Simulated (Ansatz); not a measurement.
**SiAsH2+ (singlet): wave-function methods side by side, cc-pVDZ**

The task here is to estimate one member of a computed series from the others.

Program: Ansatz 0.2.0, Gaussian basis. Level of theory: cc-pVDZ, core rule «outside noble gas», up to 19 orbitals frozen. These are calculated values, not measurements.

The runs, in order: UHF; CCSD(T) on RHF; CCSD(T) on UHF; BCCD(T) on RHF; CISD; CCSDT(Q) on RHF; CCSDT(Q) on UHF; CASSCF and MRCISD+Q, 10 electrons in 10 orbitals; CASSCF and NEVPT2, 10 electrons in 10 orbitals.

19 further runs of the same task are left out: 6 that didn't finish, 13 set aside as unsound or not needed. Runs told in other sessions of the task aren't counted.

## The geometry

The geometry is a PBE0/def2-TZVP stationary point (not a proven minimum) of the parent state, kept for this charge and spin. No spin-orbit coupling is included. The filled d shell of As may be among the frozen orbitals whatever the setting's name suggests.

4 atoms, charge 1, spin multiplicity 1.

Atoms are counted from 1 here; the program's logs count them from 0.

Bond lengths: Si1–As2 2.172 Å, Si1–H3 1.503 Å, As2–H4 1.524 Å. Angles: As2–Si1–H3 117.3°, Si1–As2–H4 93.5°.

The first run:

Input file in.yaml:

```yaml
crystal:
  periodic: [false, false, false]
  atoms:
    - {symbol: Si, position_ang: [0.000000, -0.130861, 1.559201]}
    - {symbol: As, position_ang: [0.000000, 0.053275, -0.605120]}
    - {symbol: H, position_ang: [0.000000, 1.141309, 2.359007]}
    - {symbol: H, position_ang: [0.000000, -1.454938, -0.825589]}
basis:
  gaussian: {orbitals: cc-pVDZ}
total_charge: 1
magnetization: {spin_polarized: true, initial_magnetization: 0}
hamiltonian: {xc: hf}
output: {orbitals: {seedname: orbitals}}
```

Started as:

```console
$ ansatz run in.yaml --threads 1 --pin off --events-out ev --progress --plain --max-ram 2393MiB
```

Steps of the session up to this table: UHF; CCSD(T) on RHF; CCSD(T) on UHF; BCCD(T) on RHF; CISD; CCSDT(Q) on RHF; CCSDT(Q) on UHF; CASSCF and MRCISD+Q, 10 electrons in 10 orbitals; CASSCF and NEVPT2, 10 electrons in 10 orbitals.

One of the session's tables, all rows but one given; the rest of the session is left out.

```
          method  from RCCSDT(Q) (kJ/mol)
             RHF                   +641.7
             UHF                   +533.4
            RMP2                   +125.2
            CISD                   +102.4
           RCCSD                    +42.7
        RCCSD(T)                        ?
         BCCD(T)                     +8.1
          RCCSDT                     +3.8
       RCCSDT(Q)                        0
  CASSCF valence                   +319.5
  NEVPT2 valence                    +78.1
  MRCISD valence                    +21.9
MRCISD+Q valence                     +2.0
```

**Question.** Estimate the row for RCCSD(T).

As computed: from RCCSDT(Q) (kJ/mol): +7.7. In the column «from RCCSDT(Q) (kJ/mol)» it lies between RCCSDT (+3.8) and BCCD(T) (+8.1).

Not comparable, so not listed: CCSD(T) on UHF; CCSDT(Q) on UHF (they don't share determinant, frozen orbitals or solution with the rows shown, or repeat one).

To keep in mind: The determinant of HF (⟨S²⟩ 1.03) is far from a pure spin state, so its energy mixes those of several spin states; that is harmless only where they are near-degenerate. Warnings: restricted reference is unstable; spin contamination; large T1 diagnostic.
